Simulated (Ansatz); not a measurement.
**CH4ClGe (SMILES [CH3][GeH][Cl]) at UBHLYP/def2-SVP**

Aim: the electronic atomisation energy of CH4ClGe at UBHLYP/def2-SVP, from 5 runs. 

The results are computed with Ansatz 0.2.0.

68 further runs of the same task are left out: 68 set aside as unsound or not needed.

### 1 The molecule

The species is CH4ClGe (7 atoms), meant as a doublet with charge 0. As SMILES, `[CH3][GeH][Cl]`. The shape is that of a PBE0-D4/def2-TZVP optimisation.

Bond lengths: C1–Ge2 1.957 Å, Ge2–Cl3 2.169 Å, C1–H4 1.092 Å, C1–H5 1.089 Å, C1–H6 1.091 Å, Ge2–H7 1.553 Å. Angles: C1–Ge2–Cl3 107.0°, C1–Ge2–H7 112.6°, Cl3–Ge2–H7 105.6°, Ge2–C1–H4 108.6°, Ge2–C1–H5 110.0°, Ge2–C1–H6 109.8°, H4–C1–H5 109.4°, H4–C1–H6 109.5°, H5–C1–H6 109.6°.

### 2 The energy at UBHLYP/def2-SVP

File in.yaml:

```yaml
crystal:
  periodic: [false, false, false]
  atoms:
    - symbol: C
      position_ang: [-0.733100, 0.438400, -0.261900]
    - symbol: Ge
      position_ang: [0.705400, -0.885500, -0.183100]
    - symbol: Cl
      position_ang: [1.017000, -1.361700, 1.909500]
    - symbol: H
      position_ang: [-0.433400, 1.314500, 0.317300]
    - symbol: H
      position_ang: [-1.646200, 0.021400, 0.160800]
    - symbol: H
      position_ang: [-0.909900, 0.729400, -1.298200]
    - symbol: H
      position_ang: [2.061400, -0.324500, -0.690100]
basis:
  gaussian:
    orbitals: def2-SVP
magnetization:
  spin_polarized: true
  initial_magnetization: 1
hamiltonian:
  xc: {name: BHLYP}
accuracy: high
output:
  orbitals: {seedname: orbitals}
```

The run is started by

```console
$ ansatz run in.yaml --threads 1 --pin off --max-ram 3480MiB --events-out events.jsonl --progress --plain --runs-dir runs
```

Log:

```text
Warning: RAYON_NUM_THREADS=1 ignored (pool sized by the plan → 1); use --threads N
Functional definition: BHLYP
  name "BHLYP"
  parameter a = 0.5
  exchange = (1 - a)*b88_x + a*exact_x
  correlation = lyp_c
1779 factors; integrals over basis functions are off by at most 4.7e-9 eV
mean field evaluation 1: about -70127.1384 eV, gradient 2.5e1 eV
mean field evaluation 2: about -70127.6650 eV, gradient 2.3e1 eV
mean field evaluation 4: about -70130.1995 eV, gradient 6.6e-1 eV
mean field evaluation 8: about -70130.2205 eV, gradient 3.0e-2 eV
mean field evaluation 16: about -70130.2206 eV, gradient 3.8e-5 eV
mean field -70130.22055312 eV, -2577.2380693562 hartree, gradient 7.9e-8 eV, S^2 0.752219; 0 other end points of the search recorded, 0 dependent functions left out
reference -70130.22057709 eV, -2577.2380702371 hartree; 30, 29 occupied and 54, 55 virtual orbitals, 1779 factors
Total energy: -70130.22057709 eV, -2577.2380702371 hartree
```

It took 12 s on 1 thread of Arm Neoverse V1, shared host; peak memory 0.41 GiB.

### 3 The C atom, same level

File in.yaml:

```yaml
crystal:
  periodic: [false, false, false]
  atoms:
    - {symbol: C, position_ang: [0.000000, 0.000000, 0.000000]}
basis:
  gaussian:
    orbitals: def2-SVP
magnetization:
  spin_polarized: true
  initial_magnetization: 2
hamiltonian:
  xc: {name: BHLYP}
accuracy: high
```

Run the same way, it converges to -37.80198 Eh (log not shown).

### 4 The Cl atom, same level

File input.yaml:

```yaml
crystal:
  periodic: [false, false, false]
  atoms:
    - {symbol: Cl, position_ang: [0.000000, 0.000000, 0.000000]}
basis:
  gaussian:
    orbitals: def2-SVP
magnetization:
  spin_polarized: true
  initial_magnetization: 1
accuracy: high
total_charge: 0
hamiltonian:
  xc: {name: BHLYP}
```

Run the same way, it converges to -459.99739 Eh (log not shown).

### 5 The Ge atom, same level

File run.yaml:

```yaml
crystal:
  periodic: [false, false, false]
  atoms:
    - {symbol: Ge, position_ang: [0.000000, 0.000000, 0.000000]}
basis:
  gaussian:
    orbitals: def2-SVP
magnetization:
  spin_polarized: true
  initial_magnetization: 2
hamiltonian:
  xc: {name: BHLYP}
accuracy: high
```

Run the same way, it converges to -2076.64298 Eh (log not shown).

### 6 The H atom at the same level

File in.yaml:

```yaml
crystal:
  periodic: [false, false, false]
  atoms:
    - {symbol: H, position_ang: [0.000000, 0.000000, 0.000000]}
basis:
  gaussian: {orbitals: def2-SVP}
total_charge: 0
magnetization: {spin_polarized: true, initial_magnetization: 1}
hamiltonian: {xc: {name: BHLYP}}
accuracy: high
```

Run the same way, it converges to -0.49784 Eh (log not shown).

### 7 Summary of results

Level: UBHLYP/def2-SVP.

| quantity | value |
| --- | --- |
| molecule: total energy | -2577.23807 Eh |
| molecule: HOMO energy (highest over α and β) | -7.14 eV |
| molecule: LUMO energy (lowest over α and β) | -2.04 eV |
| molecule: ⟨S²⟩ | 0.752 |
| C atom: total energy | -37.80198 Eh |
| C atom: ⟨S²⟩ | 2.003 |
| Cl atom: total energy | -459.99739 Eh |
| Cl atom: ⟨S²⟩ | 0.753 |
| Ge atom: total energy | -2076.64298 Eh |
| Ge atom: ⟨S²⟩ | 2.003 |
| H atom: total energy | -0.49784 Eh |
| H atom: ⟨S²⟩ | 0.750 |
| electronic atomisation energy | 21.888 eV |

Taking the molecule apart into free atoms costs 21.89 eV (505 kcal/mol), before zero-point energy and without spin-orbit coupling.
